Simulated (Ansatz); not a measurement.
# AlF2HO + H2O2: a complex and its separated parts

Aim: how far the complex at one end of a reaction step lies below its separated, relaxed parts, level by level.

The runs use Ansatz 0.2.0, Gaussian basis; PBE0-D4/def2-TZVP structures, single points in def2-TZVPP, no counterpoise correction.

Levels: SPW92, PBE-D4, BLYP-D4, r2SCAN-D4, B97M-V, PBE0-D4, B3LYP-D4, r2SCAN0-D4, BHLYP-D4, CAM-B3LYP-D4, wB97X-V, wB97M-V, B2PLYP, PBE-QIDH, RPA on PBE, Hartree-Fock, MP2, CCSD, CCSD(T).

Correlated methods freeze the cores. B3LYP uses VWN-RPA correlation. B2PLYP carries no dispersion term here.

94 further runs of the same task are left out: 94 set aside as unsound or not needed. Runs told in other sessions of the task aren't counted.

### 1 Where the work starts

The complex: 9 atoms, charge 0, spin multiplicity 1.

Atoms are counted from 1 here; the program's logs count them from 0.

Bond lengths: Al1–O2 1.724 Å, Al1–F3 1.645 Å, Al1–F4 1.653 Å, Al1–O7 1.950 Å, O2–H8 0.955 Å, H5–O6 0.997 Å, O6–O7 1.428 Å, O7–H9 0.969 Å. Angles: O2–Al1–F3 117.4°, O2–Al1–F4 118.3°, O2–Al1–O7 91.6°, F3–Al1–F4 117.6°, F3–Al1–O7 109.2°, F4–Al1–O7 95.1°, Al1–O2–H8 123.7°, H5–O6–O7 98.7°, Al1–O7–O6 112.3°, Al1–O7–H9 111.5°, O6–O7–H9 104.1°.

As a file:

```
Al   -0.7526   -0.6063   -0.1390
O     0.4860   -0.8029    1.0433
F    -0.7997   -1.6916   -1.3744
F    -2.1804    0.0836    0.3295
H     1.3769    0.5212    0.4084
O     1.3658    1.2500   -0.2717
O     0.0440    1.0556   -0.7759
H     0.9055   -1.6389    1.2372
H    -0.4455    1.8291   -0.4574
```

Its parts: AlF2HO holds atoms 1, 2, 3, 4, 8; H2O2 holds atoms 5, 6, 7, 9. Each part counts its atoms afresh in its own runs.

### 2 Relaxing AlF2HO alone

Contents of relax-a/in.yaml:

```yaml
crystal:
  periodic: [false, false, false]
  atoms:
    - {symbol: Al, position_ang: [-0.752584, -0.606273, -0.138966]}
    - {symbol: O, position_ang: [0.486044, -0.802904, 1.043299]}
    - {symbol: F, position_ang: [-0.799672, -1.691562, -1.374440]}
    - {symbol: F, position_ang: [-2.180391, 0.083638, 0.329471]}
    - {symbol: H, position_ang: [0.905491, -1.638865, 1.237227]}
basis:
  gaussian: {orbitals: def2-TZVP}
hamiltonian: {xc: pbe0, dispersion: d4}
relax: {f_tol: 0.005, max_steps: 200}
```

The run is started by

```sh
$ ansatz run in.yaml --threads 8 --pin off --events-out ev --progress --plain --max-ram 19148MiB
```

The runs that follow: Relaxing H2O2 alone; SPW92/def2-TZVPP; PBE-D4/def2-TZVPP; BLYP-D4/def2-TZVPP; r2SCAN-D4/def2-TZVPP; B97M-V/def2-TZVPP; PBE0-D4/def2-TZVPP; B3LYP-D4/def2-TZVPP; r2SCAN0-D4/def2-TZVPP; BHLYP-D4/def2-TZVPP; CAM-B3LYP-D4/def2-TZVPP; wB97X-V/def2-TZVPP; wB97M-V/def2-TZVPP; B2PLYP/def2-TZVPP; PBE-QIDH/def2-TZVPP; RPA on PBE/def2-TZVPP; CCSD(T)/def2-TZVPP; Vibrations of AlF2HO; Vibrations of H2O2.

**Question.** What will these runs give? Wanted: complex less parts, CCSD(T)/def2-TZVPP; with zero-point energy; largest T1 diagnostic.

**Answer**, as computed:

| quantity | value |
| --- | --- |
| complex less parts, CCSD(T)/def2-TZVPP | -120.6 kJ/mol |
| with zero-point energy | -110.6 kJ/mol |
| largest T1 diagnostic | 0.013 |

At CCSD(T) the complex lies 120.6 kJ/mol below its parts. The functionals run from PBE-D4, off by +1.5 kJ/mol, to SPW92, off by -38.5 kJ/mol, against CCSD(T). By rung, the mean size of the error is: LDA 38.5, GGA 5.2, meta-GGA 5.8, hybrid 5.6, range-separated hybrid 4.5, double hybrid 4.9 kJ/mol. The double hybrids carry no dispersion term here, unlike the levels marked D4 or V. PBE-D4 gives a relative energy 1.5 kJ/mol too high, inside chemical accuracy (1 kcal/mol, 4.2 kJ/mol). No counterpoise was applied, and triple zeta lacks some correlation, so the CCSD(T) reference has a basis error of its own, and close matches with it are partly luck.
